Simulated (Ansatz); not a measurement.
**GaPHS+ (triplet): wave-function methods side by side, cc-pVDZ**

How much of the correlation energy of GaPHS+ (triplet) does each wave-function method recover here?

Program: Ansatz 0.2.0, Gaussian basis. Level of theory: cc-pVDZ, core rule «outside noble gas», up to 24 orbitals frozen. These are calculated values, not measurements.

Plan: UHF; CCSD(T) on ROHF; CCSD(T) on UHF; BCCD(T) on ROHF; CISD; CCSDT(Q) on ROHF; CCSDT(Q) on UHF.

30 further runs of the same task are left out: 3 for a known fault of the program, 10 that didn't finish, 17 set aside as unsound or not needed.

## (1) The geometry

The geometry is a PBE0/def2-TZVP stationary point (not a proven minimum) of the parent state, kept for this charge and spin. No spin-orbit coupling is included. The filled d shell of Ga may be among the frozen orbitals whatever the setting's name suggests; the logs give the count.

4 atoms, charge 1, spin multiplicity 3.

Atoms are counted from 1 here; the program's logs count them from 0.

Bond lengths: Ga1–S2 2.383 Å, Ga1–P3 2.716 Å, S2–P3 2.068 Å, P3–H4 1.421 Å. Angles: S2–Ga1–P3 47.3°, Ga1–S2–P3 74.8°, Ga1–P3–S2 57.9°, Ga1–P3–H4 156.5°, S2–P3–H4 98.6°.

## (2) UHF

The input, in.yaml:

```yaml
crystal:
  periodic: [false, false, false]
  atoms:
    - {symbol: Ga, position_ang: [0.000000, -0.135446, 1.120787]}
    - {symbol: S, position_ang: [0.000000, 1.132131, -0.896746]}
    - {symbol: P, position_ang: [0.000000, -0.846268, -1.500035]}
    - {symbol: H, position_ang: [0.000000, -0.640869, -2.905642]}
basis:
  gaussian: {orbitals: cc-pVDZ}
total_charge: 1
magnetization: {spin_polarized: true, initial_magnetization: 2}
hamiltonian: {xc: hf}
output: {orbitals: {seedname: orbitals}}
```

Launch:

```console
> ansatz run in.yaml --threads 1 --pin off --events-out ev --progress --plain --max-ram 2393MiB
```

After this run come: CCSD(T) on ROHF; CCSD(T) on UHF; BCCD(T) on ROHF; CISD; CCSDT(Q) on ROHF; CCSDT(Q) on UHF.

Before running them: what should the planned runs give, taken together? Wanted: UCCSDT(Q) below the RHF energy; RMP2 from UCCSDT(Q); UMP2 from UCCSDT(Q); RCCSD from UCCSDT(Q); RCCSD(T) from UCCSDT(Q); UCCSD(T) from UCCSDT(Q); RCCSDT(Q) from UCCSDT(Q); T1 diagnostic.

As calculated:

```
                         quantity                      value
   UCCSDT(Q) below the RHF energy                 -8.7534 eV
              RMP2 from UCCSDT(Q)                +1420.5 meV
              UMP2 from UCCSDT(Q)                +1523.4 meV
             RCCSD from UCCSDT(Q)                 +409.9 meV
          RCCSD(T) from UCCSDT(Q)                  +75.2 meV
          UCCSD(T) from UCCSDT(Q)                  +75.5 meV
         RCCSDT(Q) from UCCSDT(Q)                   +5.8 meV
levels within 1 kcal/mol (43 meV)  RCCSDT, UCCSDT, RCCSDT(Q)
                    T1 diagnostic                      0.032
```

In words: RCCSD(T) lands +75.2 meV from the yardstick (0.9 % of the correlation energy). These misses are within one basis, not against nature; the frozen cores of restricted and unrestricted runs differ, which can shift their rows.
